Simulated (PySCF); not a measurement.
# CH5AlO2: the cost of one run

Computed with PySCF 2.14.0. Level: levels as typed in each script, gas phase, geometry from GFN2-xTB.

**1. Starting geometry**

SMILES `C[Al](O)O`, 9 atoms, charge 0, spin multiplicity 1.

Bond lengths: C1–Al2 1.993 Å, C1–H5 1.087 Å, C1–H6 1.088 Å, C1–H7 1.088 Å, Al2–O3 1.647 Å, Al2–O4 1.647 Å, O3–H8 0.945 Å, O4–H9 0.945 Å. Angles: Al2–C1–H5 111.6°, Al2–C1–H6 110.9°, Al2–C1–H7 110.9°, H5–C1–H6 108.3°, H5–C1–H7 108.2°, H6–C1–H7 106.7°, C1–Al2–O3 117.3°, C1–Al2–O4 118.7°, O3–Al2–O4 123.9°, Al2–O3–H8 177.5°, Al2–O4–H9 179.6°.

Geometry (Å):

```mol
CH5AlO2
  3D, bonds by distance, orders not assigned

  9  8  0  0  0  0  0  0  0  0999 V2000
    1.8839    0.1025   -0.0000 C   0  0
   -0.1065   -0.0006   -0.0006 Al  0  0
   -0.7856   -1.5010    0.0003 O   0  0
   -0.9720    1.4006    0.0003 O   0  0
    2.2311    1.1324   -0.0219 H   0  0
    2.3006   -0.4173   -0.8605 H   0  0
    2.2969   -0.3774    0.8851 H   0  0
   -1.2127   -2.3436    0.0005 H   0  0
   -1.4739    2.2009    0.0006 H   0  0
  1  2  8  0
  2  3  8  0
  2  4  8  0
  1  5  8  0
  1  6  8  0
  1  7  8  0
  3  8  8  0
  4  9  8  0
M  END
```

**2. Excited states (CAM-B3LYP/6-311g**)**

input.py

```python
import numpy as np
from pyscf import gto, scf, dft, tdscf
from pyscf.scf import atom_ks, atom_hf
from scipy.linalg import block_diag

def solve(mol, dm0=None, hcore=None):
    mf = (dft.UKS if mol.spin else dft.RKS)(mol, xc='camb3lyp')
    mf.grids.level = 3
    mf = mf.density_fit(auxbasis='def2-universal-jkfit')
    mf.conv_tol, mf.max_cycle = 1e-8, 80
    if hcore is not None:
        mf.get_hcore = lambda *args: hcore
    mf.kernel(dm0)
    if not mf.converged:
        mf = mf.newton().run(mf.mo_coeff, mf.mo_occ, max_cycle=30)
    assert mf.converged, 'SCF not converged'
    return mf

mol = gto.M(atom='''
C      1.88393     0.10250    -0.00003
Al    -0.10650    -0.00057    -0.00059
O     -0.78564    -1.50097     0.00026
O     -0.97198     1.40065     0.00025
H      2.23109     1.13239    -0.02186
H      2.30061    -0.41726    -0.86052
H      2.29693    -0.37740     0.88511
H     -1.21275    -2.34361     0.00052
H     -1.47387     2.20090     0.00055
''', basis='6-311g**', charge=0, spin=0, verbose=4)
mf = solve(mol)
td = mf.TDDFT()
td.nstates, td.singlet, td.conv_tol = 5, False, 1e-5
td.kernel()
td.analyze()
x, y = np.array([p[0] for p in td.xy]), np.array([p[1] + 0 * p[0] for p in td.xy])
f, mu = np.zeros(len(td.e)), np.zeros((len(td.e), 3))
nto = [td.get_nto(state=i + 1, verbose=4) for i in range(len(td.e))]
# spherically averaged free atoms, for the promolecule
atm = atom_ks.get_atm_nrks(mol, xc='camb3lyp')
pro = block_diag(*[(atm[a[0]][2] * atm[a[0]][3]) @ atm[a[0]][2].T for a in mol._atom])
np.savez('result.npz', e=td.e, f=f, ok=td.converged, w=[n[0] for n in nto], nto=[n[1] for n in nto], x=x, y=y, c=mf.mo_coeff, occ=mf.mo_occ, eps=mf.mo_energy, pro=pro, mu=mu)
```

Started as:

```console
OMP_NUM_THREADS=1 python input.py
```

Q: Estimate wall time and peak memory on 1 thread of Intel Xeon Platinum 8259CL at 2.50GHz (Skylake/Cascade Lake), shared host.

About 5.7 min, with a peak of 0.67 GiB.
